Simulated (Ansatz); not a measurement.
# In2O3: the cost of one run

All numbers are computed with the Python package of Ansatz 0.2.0. Level of theory: DFT LDA, plane waves, PAW.

### Step 1. The structure

It takes space group R-3c (No. 167, trigonal). Conventional cell: a = 5.487 Å, b = 5.487 Å, c = 14.510 Å, α = 90.00°, β = 90.00°, γ = 120.00°. In (site symmetry 3) is surrounded by 6 O at 2.12 to 2.26 Å. O (site symmetry 2) is surrounded by 4 In at 2.12 to 2.26 Å.

No structure file is read: the coordinates are typed or built in the script.

### Step 2. The code

run_elastic.py reads:

```python
"""Stiffness tensor and moduli of In2O3."""

from dataclasses import dataclass
from dataclasses import replace
import warnings

import ansatz as az
import numpy as np


@dataclass
class Settings:
    xc: str = "lda"
    filling: str = "fixed"
    max_iterations: int = 200
    n_empty: int = 6
    kmesh: tuple[int, ...] = (6, 6, 6)


opts = Settings()

warnings.simplefilter("ignore", az.DeckWarning)

cell = (
    az.Lattice.from_parameters(5.487, 5.487, 14.51, alpha=90, beta=90, gamma=120)
    .space_group(167)
    .atom("In", (1 / 3, 2 / 3, 0.023977))
    .atom("O", (0.298, 0.0, 0.25))
    .primitive()
)

setup = (
    cell.calculation()
    .functional(opts.xc)
    .basis(24 * az.Ha, xc_grid=3)
    .occupations(opts.filling)
    .scf(max_iterations=opts.max_iterations, extra_bands=opts.n_empty)
    .kpoints(*opts.kmesh)
)
# first bring the cell to zero stress
rest = setup.relax(cell=True).run(threads=1).lattice
relaxed = az.Crystal(lattice=az.Lattice.of(rest.cell_ang))
for site in rest.sites:
    relaxed = relaxed.atom(site.symbol, site.position_frac)
setup = replace(setup, crystal=relaxed)
print("relaxed volume {:.3f} A^3".format(abs(np.linalg.det(rest.cell_ang))))
result = setup.elastic("relaxed-ion", amplitude=0.01).run(threads=1)
elastic = result.elastic

print(np.array2string(np.round(elastic.c_gpa, 1) + 0.0, suppress_small=True))
print("Voigt stress of the unstrained cell (GPa, tension positive):", np.round(elastic.sigma0_gpa, 3) + 0.0)
print("smallest eigenvalue of C:", round(elastic.stability.min_eigenvalue_gpa, 1), "GPa; stable:", elastic.stability.stable)
# averaged moduli need a positive definite tensor
if elastic.stability.min_eigenvalue_gpa > 0:
    for name, value in elastic.moduli.to_plain().items():
        print(f"{name:14s} {value:9.3f}")
```

### Step 3. The run

The run is started by

```console
$ python run_elastic.py
```

What time and memory should one allow on 1 thread of Arm Neoverse V1, shared host?

About 52 min, with a peak of 1.1 GiB.
